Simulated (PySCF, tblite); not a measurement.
# C₅H₁₃Ge radical: geometry, infrared bands and EPR parameters

Aim: predict the infrared bands and EPR parameters of C₅H₁₃Ge radical (`CC[C@H](C)[CH][GeH3]`).

Programs: tblite 0.8.0 and PySCF 2.14.0, with density-fitted response routines of our own. Each step states its level of theory. These are calculated values for one molecule in the gas phase, unless marked as measured. Atoms count from 0, in the outputs and in this text.

### 1 The molecule as given

19 atoms, charge 0, multiplicity 2; geometry from: force field or distance geometry start.

Bonds of the start (Å): C0–C1 1.51, C1–C2 1.53, C2–C3 1.55, C2–C4 1.49, C4–Ge5 1.91, C0–H6 1.12, C0–H7 1.10, C0–H8 1.11, C1–H9 1.12, C1–H10 1.10, C2–H11 1.11, C3–H12 1.11, C3–H13 1.10, C3–H14 1.11, C4–H15 1.09, Ge5–H16 1.55, Ge5–H17 1.54, Ge5–H18 1.57.

### 2 Geometry optimisation with GFN2-xTB

Job settings and geometry (Å):

```
{"job": {"kind": "relax", "xc": "GFN2-xTB", "basis": "xTB"}, "charge": 0, "multiplicity": 2}
C     -1.508300    -1.227100     0.794800
C     -1.437900     0.126600     0.138000
C     -0.020600     0.689600     0.200500
C     -0.140400     2.060900    -0.512200
C      0.870200    -0.208400    -0.578200
Ge     2.336400    -0.936500     0.413700
H     -2.332000    -1.841700     0.337900
H     -0.584200    -1.825400     0.714400
H     -1.765400    -1.175400     1.877400
H     -2.153800     0.852500     0.604600
H     -1.712400    -0.008500    -0.921800
H      0.263100     0.821400     1.260400
H     -1.081000     2.555900    -0.193800
H      0.744300     2.676200    -0.310900
H     -0.211000     1.801200    -1.589600
H      0.361300    -0.906600    -1.250700
H      3.163200    -1.874600    -0.507000
H      1.880200    -1.760300     1.634900
H      3.318600     0.189400     0.910300
```

The run is started by

```sh
$ OMP_NUM_THREADS=1 python probes_run.py task.json out
```

The driver reads the jobs from task.json and runs them one after another.

**Question.** This job is followed by: GFN2-xTB harmonic vibrations, gas phase; UKS B3LYP, def2-TZVP-core on Ge, pcH-1 on C H, non-relativistic, mean-field spin-orbit, GIAO. What will the session give for the following? strongest single infrared mode (GFN2-xTB); zero-point energy (GFN2-xTB); g(iso) (B3LYP); ⟨S²⟩; largest a(iso) (averaged by class); potential on the surface of density 0.002 e/bohr³, 1st and 99th percentile.

**Answer**, as computed:

| quantity | value |
| --- | --- |
| strongest single infrared mode (GFN2-xTB) | 2070 cm⁻¹, 467 km/mol |
| zero-point energy (GFN2-xTB) | 98.2 kcal/mol |
| g(iso) (B3LYP) | 2.00147 |
| ⟨S²⟩ | 0.754 (exact 0.75) |
| largest a(iso) (averaged by class) | 13C on C4, 89.8 MHz |
| potential on the surface of density 0.002 e/bohr³, 1st and 99th percentile | -0.11 V and 0.73 V |

**Reading.** The optimisation took 72 steps and gained 0.581 eV; among the close pairs (by a distance rule), Ge5–H18 changed most, from 1.574 to 1.502 Å. No mode is imaginary among the 51: a minimum at this level. The strongest single mode, at 2070 cm⁻¹, moves mainly H16. GFN2-xTB is a fitted tight-binding method: band positions and strengths are rough. Its intensities can rank the bands wrongly. C4 carries the largest spin population, 1.02 e. The isotropic g lies 0.8 ppt below the free-electron value. The hyperfine terms hold no scalar relativity, which the heavier nuclei need. These values are for one conformer; the search (at its own cheap level) found 2 more, at 0.44, 0.80 kcal/mol, and measured spectra average over such forms.
